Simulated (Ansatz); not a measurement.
# BFH5NSi, SMILES N[SiH2]BF: vertical energies of changing the electron count

With Ansatz's Python interface.

Typed at the interpreter:
```pycon
>>> import ansatz as az
>>> def energy(molecule, charge=0, unpaired=0):
...     calc = molecule.calculation().basis(gaussian="def2-SVPD").functional("R2SCAN0")
...     if charge:
...         calc = calc.charge(charge)
...     if unpaired:
...         calc = calc.spin("collinear", total=unpaired)
...     return calc.run(threads=1, pin="off").report["free_energy_ev"]
...
>>> GEOMETRY = """
... N    -0.65610    1.18390   -0.76170
... Si    0.14480   -0.31980   -0.48520
... B     0.63680   -0.43020    1.36680
... F     1.45160   -1.58410    1.85810
... H    -0.98410    1.22550   -1.79680
... H    -1.58640    1.21210   -0.21580
... H     1.37600   -0.37720   -1.32670
... H    -0.70420   -1.42210   -0.82040
... H     0.41010    0.46570    2.16460
... """
>>> molecule = az.Crystal.molecule()
>>> for line in GEOMETRY.strip().splitlines():
...     symbol, *xyz = line.split()
...     molecule = molecule.atom(symbol, [float(v) for v in xyz])
...
>>> # total-energy differences at one geometry
>>> parent = energy(molecule, 0, 0)

>>> cation = energy(molecule, 1, 1)
>>> print(f"E(N)   = {parent:.5f} eV")
E(N)   = -12832.83443 eV
>>> print(f"E(N-1) = {cation:.5f} eV  (1 unpaired)")
E(N-1) = -12822.67351 eV  (1 unpaired)
>>> print(f"vertical ionisation energy {cation - parent:.3f} eV")
vertical ionisation energy 10.161 eV
>>> anion = energy(molecule, -1, 1)
>>> print(f"E(N+1) = {anion:.5f} eV  (1 unpaired)")
E(N+1) = -12833.29572 eV  (1 unpaired)
>>> print(f"vertical electron affinity {parent - anion:.3f} eV" + ("" if anion < parent else " (unbound in this basis)"))
vertical electron affinity 0.461 eV
>>> print(f"fundamental gap IP - EA = {cation + anion - 2 * parent:.3f} eV")
fundamental gap IP - EA = 9.700 eV
```

At this unrelaxed geometry removing an electron costs 10.16 eV and adding one releases 0.46 eV.

Reading the output:
- Total energies depend on the basis set; only differences at equal settings carry meaning.
- The geometry is a force-field or estimated start, not a minimum of this method, and the basis set is short of its limit. All parts are taken at fixed geometry, without zero-point energy. At an unrelaxed start these energies can be a whole eV from those at the minimum, and a small affinity can change sign.
- Hardware and time: 19 s on 1 thread of Intel(R) Xeon(R) 6975P-C (Granite Rapids) (shared host), peak memory 0.42 GiB.

(Lines on the test bed's own set-up are left out of the output.)
